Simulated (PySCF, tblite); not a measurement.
**C₄H₄F₂O₂: geometry, infrared bands and NMR shifts**

What infrared bands and NMR shifts should C₄H₄F₂O₂ (`O=C1C[C@H](C(F)F)O1`) show?

Computed with tblite 0.8.0 and PySCF 2.14.0, with density-fitted response routines of our own, on a single molecule in the gas phase. Atoms count from 0, in the outputs and in this text.

## Step 1: The molecule as given

12 atoms, charge 0, multiplicity 1; geometry from: force field or distance geometry start.

Bonds of the start (Å): O0–C1 1.22, C1–C2 1.52, C2–C3 1.54, C3–C4 1.53, C4–F5 1.36, C4–F6 1.35, C3–O7 1.47, O7–C1 1.34, C2–H8 1.09, C2–H9 1.09, C3–H10 1.09, C4–H11 1.10.

## Step 2: Optimising the geometry with GFN2-xTB

What the job is given:

```
{"job": {"kind": "relax", "xc": "GFN2-xTB", "basis": "xTB"}, "charge": 0, "multiplicity": 1}
O      2.875400    -0.444900     0.153600
C      1.698000    -0.219100    -0.094400
C      0.706000     0.914700     0.130700
C     -0.264700    -0.035000    -0.588400
C     -1.427300    -0.568100     0.244600
F     -2.314700     0.446500     0.423500
F     -0.991300    -0.934700     1.464400
O      0.813400    -1.021100    -0.713400
H      0.496900     1.135300     1.177700
H      0.936800     1.828600    -0.417200
H     -0.585400     0.307100    -1.570600
H     -1.942200    -1.410100    -0.236600
```

On the command line:

```
OMP_NUM_THREADS=1 python probes_run.py task.json out
```

This one command runs all jobs of the session in turn.

**Question.** This job is followed by: GFN2-xTB harmonic vibrations, gas phase; GIAO PBE0/pcSseg-1 NMR shielding, non-relativistic, gas phase. Predict these results of the whole session: strongest single infrared mode (GFN2-xTB); zero-point energy (GFN2-xTB); 13C shifts against TMS (PBE0/pcSseg-1); 1H shifts against TMS (PBE0/pcSseg-1); 17O shifts against H2O (PBE0/pcSseg-1); 19F shifts against CFCl3 (PBE0/pcSseg-1); surface potential, 1st and 99th percentile.

**Answer**, as computed:

```
                                 quantity                         value
strongest single infrared mode (GFN2-xTB)         1915 cm⁻¹, 694 km/mol
             zero-point energy (GFN2-xTB)                 49.2 kcal/mol
   13C shifts against TMS (PBE0/pcSseg-1)  169.4, 119.7, 70.0, 41.0 ppm
    1H shifts against TMS (PBE0/pcSseg-1)    6.48, 4.39, 3.84, 3.42 ppm
   17O shifts against H2O (PBE0/pcSseg-1)              443.1, 296.5 ppm
 19F shifts against CFCl3 (PBE0/pcSseg-1)            -148.5, -153.7 ppm
    surface potential, 1st and 99th percentile            -1.49 V and 1.59 V
```

What this shows: The optimisation took 55 steps and gained 0.120 eV; among the close pairs (by a distance rule), O0–C1 changed most, from 1.224 to 1.182 Å. No mode is imaginary among the 30: a minimum at this level. The strongest single mode, at 1915 cm⁻¹, moves mainly C1 and O0. GFN2-xTB is a fitted tight-binding method: band positions and strengths are rough. Its intensities can rank the bands wrongly. H11 (hydrogen on an sp3 CH bonded to 2 F) lies farthest downfield among hydrogen, at 6.48 ppm; its carbon carries F, an electronegative neighbour. At PBE0/pcSseg-1: The widest tensor belongs to O0: span 571 ppm, with a paramagnetic part of -503 ppm.
